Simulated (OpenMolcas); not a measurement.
**O⁺: CASSCF and CASPT2 terms and fine-structure levels**

Aim: the low terms and levels of O⁺, with their order and spacing, then second-order correlation under several settings.

Program: OpenMolcas 26.06. Level of theory: state-averaged CASSCF and CASPT2, spin-orbit coupling by RASSI with atomic mean-field integrals. These are calculated values, not measurements, unless marked.

## Step 1: The system

* Species: O⁺ (oxygen, Z = 8, 7 electrons)
* Basis: ANO-L-VDZP [3s2p1d], 14 functions
* Scalar Hamiltonian: non-relativistic, point nucleus
* Inactive shells: 1s 2s
* Active space: 3 electrons in 3 orbitals (2p)
* Some configurations of this space: 2s2 2p3
* Orbitals: optimised for each spin and parity, averaged over all roots

Outer shells as boxes (Hund's rule):

2s2 2p3
```
2s [↑↓]
2p [↑ ][↑ ][↑ ]
```

The work runs as a chain of OpenMolcas steps in one folder; each step below is one input file. Labels, J, g values, rates, χT and fits are worked out afterwards by a script from the matrices that RASSI stores.

## Step 2: One- and two-electron integrals

Contents of a.inp:

```
&GATEWAY
Coord
1

O 0.0 0.0 0.0
Basis=ANO-L-VDZP
Group=XYZ
NoMove
AngMom=0.0 0.0 0.0
AMFI
&SEWARD
```

Started as:

```bash
$ OMP_NUM_THREADS=1 MOLCAS_MEM=2252 MOLCAS_PROJECT=a pymolcas a.inp > a.log
```

## Step 3: Reference wave functions, quartets of odd parity, 1 root

Contents of a.inp:

```
&RASSCF
FileOrb=start.orb
Symmetry=2
Spin=4
nActEl=3 0 0
Inactive=2 0
Ras2=0 3
CIRoot=1 1 1
SDav=1
CIMx=300
Iter=120 100
PrWF=0.3
OrbListing=Nothing
MaxOrb=0
Atom
>>> COPY $Project.JobIph JOB001
```

start.orb holds the contracted functions of the basis, ordered by shell, or the orbitals of the step before.

## Step 4: Reference wave functions, doublets of odd parity, 8 roots

Contents of a.inp:

```
&RASSCF
FileOrb=start.orb
Symmetry=2
Spin=2
nActEl=3 0 0
Inactive=2 0
Ras2=0 3
CIRoot=8 8 1
SDav=8
CIMx=300
Iter=120 100
PrWF=0.3
OrbListing=Nothing
MaxOrb=0
Atom
>>> COPY $Project.JobIph JOB002
```

## Step 5: RASSI: spin-orbit coupling between the states

Contents of a.inp:

```
&RASSI
NrOfJobIphs=2 1 8
1
1 2 3 4 5 6 7 8
IphNames
JOB001
JOB002
EJob
SpinOrbit
DIPRint=1.0
SOCoupling=1000.0
Subsets=2
MEES
Property=10
'ANGMOM' 1 'ANGMOM' 2 'ANGMOM' 3 'MLTPL  1' 1 'MLTPL  1' 2 'MLTPL  1' 3
'AMFI' 1 'AMFI' 2 'AMFI' 3 'MLTPL  2' 6
SOProperty=3
'ANGMOM' 1 'ANGMOM' 2 'ANGMOM' 3
```

## Step 6: CASPT2: IPEA 0.35, imaginary shift 0.3 (closed shells correlated: 2s)

Contents of a.inp:

```
>>> COPY JOB001 $Project.JobIph
&CASPT2
Multistate=1 1
Frozen=1 0
IPEA=0.35
Imaginary=0.3
MaxIter=60
WThr=0.0 0.3 0.05
PrWF=0.5
NoMix
>>> COPY JOB002 $Project.JobIph
&CASPT2
Multistate=8 1 2 3 4 5 6 7 8
NoMult
Frozen=1 0
IPEA=0.35
Imaginary=0.3
MaxIter=60
WThr=0.0 0.3 0.05
PrWF=0.5
NoMix
```

## Step 7: CASPT2: IPEA 0.4 (closed shells correlated: 1s 2s)

Edit a.inp of step 6 so:

```diff
@@ -3,5 +3,4 @@
 Multistate=1 1
-Frozen=1 0
-IPEA=0.35
-Imaginary=0.3
+Frozen=0 0
+IPEA=0.4
 MaxIter=60
@@ -14,5 +13,4 @@
 NoMult
-Frozen=1 0
-IPEA=0.35
-Imaginary=0.3
+Frozen=0 0
+IPEA=0.4
 MaxIter=60
```

## Step 8: CASPT2: IPEA 0.1, sigma2 regulariser 0.5 (closed shells correlated: 2s)

Edit a.inp of step 7 so:

```diff
@@ -3,4 +3,5 @@
 Multistate=1 1
-Frozen=0 0
-IPEA=0.4
+Frozen=1 0
+IPEA=0.1
+Sig2=0.5
 MaxIter=60
@@ -13,4 +14,5 @@
 NoMult
-Frozen=0 0
-IPEA=0.4
+Frozen=1 0
+IPEA=0.1
+Sig2=0.5
 MaxIter=60
```

(Steps that only read results are left out.)

What does the calculation give? Wanted: lowest level; first excited level; spin-orbit lowering of the lowest level; strongest of the lines computed, by gA.

**Answer**, as computed:

| quantity | value |
| --- | --- |
| method | SS-CASPT2, IPEA 0.35, imaginary shift 0.3 (closed shells correlated: 2s) |
| lowest level | 2s2 2p3 4S* 3/2, 100 % of that term, g = 2.002 |
| ground level listed by NIST | 4S°3/2 |
| first excited level | 2s2 2p3 2D* 3/2 at 29280 cm-1 |
| spin-orbit lowering of the lowest level | 0.8 cm-1 |
| strongest of the lines computed, by gA (one parity, so forbidden lines), at CASSCF energies | 2s2 2p3 2P* 3/2 → 2s2 2p3 2D* 5/2, 498.1 nm, A = 7.38e-01 s⁻¹ |

What each method costs and misses:

```
                                             method  time of its own steps  time with the reference  mean absolute difference from the measured levels (cm-1)
                                          A. CASSCF                  2.6 s                    2.6 s                                                      7000
  B. SS-CASPT2, IPEA 0.35, imaginary shift 0.3, +2s                 0.78 s                    3.4 s                                                      3900
                     C. SS-CASPT2, IPEA 0.4, +1s 2s                 0.88 s                    3.5 s                                                      3900
D. SS-CASPT2, IPEA 0.1, sigma2 regulariser 0.5, +2s                 0.78 s                    3.4 s                                                      4000
```

Times are of one thread on a shared host.

**Reading.** Second-order correlation (method B) scales the levels of the lowest configuration above 5000 cm⁻¹ by 0.90 to 0.96. Method C lies closest to the measured levels (3900 cm⁻¹ on average, level with B) and A farthest (7000). Only the configurations of the active space and the roots asked for are present. CASPT2 does not keep the components of a term degenerate, and the means are used. With the s shell closed, the highest p terms come out too high. Only valence configurations of the active space appear, up to the ionisation limit; * or ° marks odd parity.
